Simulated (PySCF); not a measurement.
# CoNF₂: quintet, from a trigonal planar start

Where does quintet CoNF₂ go from a trigonal planar start, is the end point a minimum, and what are its modes, charges and moments?

Program: PySCF 2.14.0. Level of theory: PBE0, basis Co def2-TZVP, N def2-TZVP, F def2-TZVP, no relativity, density fitting. These are calculated values, not measurements.

## 1. Where the work starts

4 atoms, charge 0, spin multiplicity 5.

Bond lengths: Co1–N2 1.630 Å, Co1–F3 1.750 Å, Co1–F4 1.750 Å. Angles: N2–Co1–F3 120.0°, N2–Co1–F4 120.0°, F3–Co1–F4 120.0°.

Z-matrix (Å, degrees; charge 0 multiplicity 5):
```
Co
N  1 1.6300
F  1 1.7500 2 120.00
F  1 1.7500 2 120.00 3 180.00
```

## 2. The SCF at the typed geometry

The steps below are one call of a driver around PySCF. For each, scf.py gives the equivalent set-up of the SCF; relaxations use the driver's own optimiser. After this first run the driver tries any further starts and a stability analysis.

Contents of scf.py:

```python
from pyscf import gto, scf, dft
mol = gto.M(atom='''
Co     0.093950    -0.000000     0.000000
N      1.723930    -0.000020     0.000000
F     -0.781050     1.515540     0.000000
F     -0.781020    -1.515520     0.000000''',
    basis={'Co': 'def2-TZVP', 'N': 'def2-TZVP', 'F': 'def2-TZVP'},
    charge=0, spin=4)
mf = dft.UKS(mol, xc='PBE0')
mf.grids.atom_grid = (50, 194)
aux = {'Co': 'def2-universal-JKFIT', 'N': 'def2-universal-JKFIT', 'F': 'def2-universal-JKFIT'}
mf = mf.density_fit(auxbasis=aux)
mf.conv_tol = 1e-08
mf.diis_space = 10
mf.max_cycle = 60
mf.init_guess = 'minao'
mf.verbose = 4
mf.kernel()
```

Run with:

```console
$ OMP_NUM_THREADS=4 python axn.py task.json out
```

What it wrote, cut to the lines that bear on the results:

```text
[... the frontier levels of the middle cycles are left out ...]
init E= -1635.64843675128
[... the frontier-level lines of each cycle are left out ...]
cycle= 1 E= -1620.05622912147  delta_E= 15.6  |g|= 5.76  |ddm|= 18.1
cycle= 2 E= -1553.36182176532  delta_E= 66.7  |g|= 15.9  |ddm|= 20.6
cycle= 3 E= -1611.77513046926  delta_E= -58.4  |g|= 9.87  |ddm|= 7.32
cycle= 4 E= -1617.57143682178  delta_E= -5.8  |g|= 8.57  |ddm|= 3.37
cycle= 5 E= -1621.1003097482  delta_E= -3.53  |g|= 7.18  |ddm|= 3.64
cycle= 6 E= -1628.17380351328  delta_E= -7.07  |g|= 5.73  |ddm|= 3.72
cycle= 7 E= -1629.49396153042  delta_E= -1.32  |g|= 4.87  |ddm|= 1.77
cycle= 8 E= -1631.19427915729  delta_E= -1.7  |g|= 4.27  |ddm|= 1.68
cycle= 9 E= -1632.94753039553  delta_E= -1.75  |g|=  3.6  |ddm|= 1.33
cycle= 10 E= -1634.02508329113  delta_E= -1.08  |g|= 3.08  |ddm|= 1.09
cycle= 11 E= -1634.85403414696  delta_E= -0.829  |g|= 2.65  |ddm|= 0.348
cycle= 12 E= -1626.57920463752  delta_E= 8.27  |g|= 5.23  |ddm|= 7.19
cycle= 13 E= -1635.61578293317  delta_E= -9.04  |g|= 1.97  |ddm|= 7.16
cycle= 14 E= -1636.46201010305  delta_E= -0.846  |g|= 0.74  |ddm|= 0.952
[... 16 cycles left out ...]
cycle= 31 E= -1636.71947402198  delta_E= -1.87e-05  |g|= 0.000606  |ddm|= 0.009
cycle= 32 E= -1636.71947535377  delta_E= -1.33e-06  |g|= 0.000623  |ddm|= 0.00434
cycle= 33 E= -1636.71947666554  delta_E= -1.31e-06  |g|= 0.000383  |ddm|= 0.00369
cycle= 34 E= -1636.71947722095  delta_E= -5.55e-07  |g|= 0.000325  |ddm|= 0.00397
cycle= 35 E= -1636.71947774922  delta_E= -5.28e-07  |g|= 0.000121  |ddm|= 0.00214
cycle= 36 E= -1636.71947778209  delta_E= -3.29e-08  |g|= 8.43e-05  |ddm|= 0.000335
cycle= 37 E= -1636.71947780933  delta_E= -2.72e-08  |g|= 6.32e-05  |ddm|= 0.000316
cycle= 38 E= -1636.71947784243  delta_E= -3.31e-08  |g|= 4.82e-05  |ddm|= 0.000393
cycle= 39 E= -1636.71947786626  delta_E= -2.38e-08  |g|= 4.56e-05  |ddm|= 0.000315
cycle= 40 E= -1636.71947790627  delta_E= -4e-08  |g|= 4.24e-05  |ddm|= 0.000552
cycle= 41 E= -1636.71947798388  delta_E= -7.76e-08  |g|= 4.24e-05  |ddm|= 0.00126
cycle= 42 E= -1636.71947807718  delta_E= -9.33e-08  |g|= 2.78e-05  |ddm|= 0.00232
cycle= 43 E= -1636.71947810026  delta_E= -2.31e-08  |g|= 1.74e-05  |ddm|= 0.00132
cycle= 44 E= -1636.7194781021  delta_E= -1.83e-09  |g|= 2.09e-05  |ddm|= 0.000269
Extra cycle  E= -1636.71947810026  delta_E= 1.83e-09  |g|= 9.29e-05  |ddm|= 4.35e-05
converged SCF energy = -1636.71947810026  <S^2> = 6.4652678  2S+1 = 5.1827668
```

This step, with its further starts and checks, ran for 24 s (4 threads of Arm Neoverse V2, shared host).

Energies from each starting density:

```tsv
start	energy (Eh)
the minimal-basis guess	-1636.719478
a thermally smeared density	-1636.719478
a smeared PBE density	-1636.719478
```

The test of internal stability and the other starts found no lower solution of this spin.

## 3. Trigonal planar start, quintet: relaxation

The program finds C2v symmetry in the start, which this walk keeps.

Edit scf.py of step 2 so:

```diff
@@ -3,4 +3,4 @@
-Co     0.093950    -0.000000     0.000000
-N      1.723930    -0.000020     0.000000
-F     -0.781050     1.515540     0.000000
-F     -0.781020    -1.515520     0.000000''',
+Co     0.093948    -0.000000     0.000000
+N      1.723928    -0.000001     0.000000
+F     -0.781036     1.515530     0.000000
+F     -0.781038    -1.515530     0.000000''',
@@ -16 +15,0 @@
-mf.init_guess = 'minao'
```

Energy and gradient, step by step:

```tsv
step	energy (Eh)	change (kJ/mol)	largest symmetric gradient (Eh/bohr)
0	-1636.719478	0.00	0.06391
1	-1636.724728	-13.78	0.02921
2	-1636.726731	-19.04	0.00948
3	-1636.727139	-20.11	0.00242
4	-1636.727234	-20.36	0.00201
5	-1636.727270	-20.46	0.00155
6	-1636.727280	-20.48	0.00050
7	-1636.727280	-20.49	0.00010
```

The walk took 19 s.

Geometry (Å) and forces (eV/Å) at some steps:

```
step 0
Co   0.094   0.000   0.000  -3.287   0.000   0.000
N    1.724   0.000   0.000   2.744   0.000   0.000
F   -0.781   1.516   0.000   0.271  -0.266   0.000
F   -0.781  -1.516   0.000   0.271   0.266   0.000
step 1
Co   0.065   0.000   0.000  -1.502   0.000   0.000
N    1.763   0.000   0.000   1.236   0.000   0.000
F   -0.786   1.513   0.000   0.133   0.027   0.000
F   -0.786  -1.513   0.000   0.133  -0.027   0.000
step 4
Co  -0.008   0.000   0.000   0.014   0.000   0.000
N    1.787   0.000   0.000  -0.103   0.000   0.000
F   -0.762   1.561   0.000   0.045   0.003   0.000
F   -0.762  -1.561   0.000   0.045  -0.003   0.000
step 7
Co  -0.018   0.000   0.000   0.005   0.000   0.000
N    1.772   0.000   0.000  -0.003   0.000   0.000
F   -0.749   1.571   0.000  -0.001   0.001   0.000
F   -0.749  -1.571   0.000  -0.001  -0.001   0.000
```

After 7 steps and 20.5 kJ/mol it ends at C2v: Co–F 1.733 Å (×2), Co–N 1.790 Å; F–Co–F 130.0°, F–Co–N 115.0° (×2).

## 4. Is it a minimum? Harmonic modes

The point is checked on the finer grid, and tightened if its gradient asks for it. The Hessian and the dipole derivatives come from central differences of analytic gradients, with steps of 0.02 bohr.

Edit scf.py of step 3 so:

```diff
@@ -3,4 +3,4 @@
-Co     0.093948    -0.000000     0.000000
-N      1.723928    -0.000001     0.000000
-F     -0.781036     1.515530     0.000000
-F     -0.781038    -1.515530     0.000000''',
+Co     0.032660    -0.000000     0.000000
+N      1.820012    -0.000001     0.000000
+F     -0.713754     1.563768     0.000000
+F     -0.713755    -1.563767     0.000000''',
@@ -10 +10 @@
-mf.grids.atom_grid = (50, 194)
+mf.grids.atom_grid = (75, 302)
@@ -13 +13 @@
-mf.conv_tol = 1e-08
+mf.conv_tol = 1e-10
```

The driver hands on the density of the step before, so the log starts near convergence.

Log of the central SCF (cycles and frontier levels):

```text
init E= -1636.72714223851
[... the frontier-level lines of each cycle are left out ...]
cycle= 1 E= -1636.72714223847  delta_E= 3.8e-11  |g|= 1.31e-05  |ddm|= 5.88e-06
cycle= 2 E= -1636.72714223778  delta_E= 6.89e-10  |g|= 5.48e-05  |ddm|= 2.3e-05
cycle= 3 E= -1636.72714223851  delta_E= -7.29e-10  |g|= 2.63e-07  |ddm|= 1.86e-05
cycle= 4 E= -1636.72714223851  delta_E= -3.18e-12  |g|= 3.11e-07  |ddm|= 1.19e-06
Extra cycle  E= -1636.72714223852  delta_E= -4.09e-12  |g|= 7.27e-07  |ddm|= 5.92e-07
converged SCF energy = -1636.72714223852  <S^2> = 6.7039647  2S+1 = 5.2740742
```

The whole step took 72 s.

Geometry: C2v; Co–F 1.733 Å (×2), Co–N 1.787 Å; F–Co–F 129.0°, F–Co–N 115.5° (×2).

Harmonic modes (main isotopes):

```json
{"symmetry": "b1", "ω (cm⁻¹)": "117", "IR (km/mol)": "54.5", "μ (u)": "25.54", "type": "bend"}
{"symmetry": "a1", "ω (cm⁻¹)": "172", "IR (km/mol)": "13.4", "μ (u)": "22.17", "type": "bend"}
{"symmetry": "b2", "ω (cm⁻¹)": "178", "IR (km/mol)": "3.6", "μ (u)": "16.83", "type": "bend"}
{"symmetry": "a1", "ω (cm⁻¹)": "543", "IR (km/mol)": "1.5", "μ (u)": "15.47", "type": "stretch"}
{"symmetry": "a1", "ω (cm⁻¹)": "666", "IR (km/mol)": "68.0", "μ (u)": "20.90", "type": "stretch"}
{"symmetry": "b2", "ω (cm⁻¹)": "726", "IR (km/mol)": "172", "μ (u)": "24.94", "type": "stretch"}
```

μ is the mass of the mode for normalised Cartesian displacements, not the reduced mass of the usual diatomic formula.

No imaginary mode, so this is a minimum.

Properties at this point:

```
Dipole moment                                                   : 0.51 D
Highest occupied level                                          : -8.78 eV
Lowest empty level                                              : -5.46 eV
Rotational constants                                            : 0.2562, 0.1814, 0.1062 cm⁻¹
Zero-point energy                                               : 14.4 kJ/mol
Principal polarisabilities                                      : 19.0, 36.5, 46.7 bohr³
Atomisation energy without zero-point energy                    : 903 kJ/mol
Principal traceless quadrupole moments about the centre of mass : -6.34, -2.48, 8.83 D Å
Entropy at 298.15 K and 1 bar (electronic part: spin only)      : 319.0 J/(mol K)
Heat capacity Cp at 298.15 K                                    : 68.9 J/(mol K)
Enthalpy at 298.15 K above 0 K                                  : 16.03 kJ/mol
Rotational symmetry number                                      : 2
Spin squared ⟨S²⟩                                               : 6.704
```

Populations by atom (charges in e):

```csv
atom,Mulliken,Löwdin,polar tensor,spin (Mulliken),Mayer order to Co1
Co1,1.12,0.56,1.53,3.07,–
N2,-0.19,-0.06,-0.22,0.43,1.32
"F3,4",-0.46,-0.25,-0.65,0.25,0.84
```

Mulliken populations on Co1: s 6.38, p 12.40, d 7.11, f 0.00.

## 5. Outcome

| quantity | value |
| --- | --- |
| minimum | broken-symmetry (Ms = 2), C2v |
| geometry | Co–F 1.733 Å (×2), Co–N 1.787 Å; F–Co–F 129.0°, F–Co–N 115.5° (×2) |
| wavenumbers (cm⁻¹) | 117 (b1), 172 (a1), 178 (b2), 543 (a1), 666 (a1), 726 (b2) |
| dipole moment | 0.51 D |
| highest occupied, lowest empty level (either spin) | -8.78, -5.46 eV |
| polar-tensor charge of Co1 | +1.53 e |
| zero-point energy | 14.4 kJ/mol |
| entropy at 298.15 K | 319.0 J/(mol K) |
| atomisation energy (no zero-point energy) | 903 kJ/mol |
| ⟨S²⟩ | 6.704 |

What this shows: The molecule stays C2v, as typed, and the end point is a minimum. The determinant is spin-contaminated (⟨S²⟩ = 6.70 against 6.00), so it is no pure spin state. The strongest infrared band lies at 726 cm⁻¹ (b2, stretch). Only this shape and spin were tried, so other structures or states may lie lower. Open d and f shells are described by one determinant, and the ground state may have another occupation or spin.

The search up to here took 1.9 min.
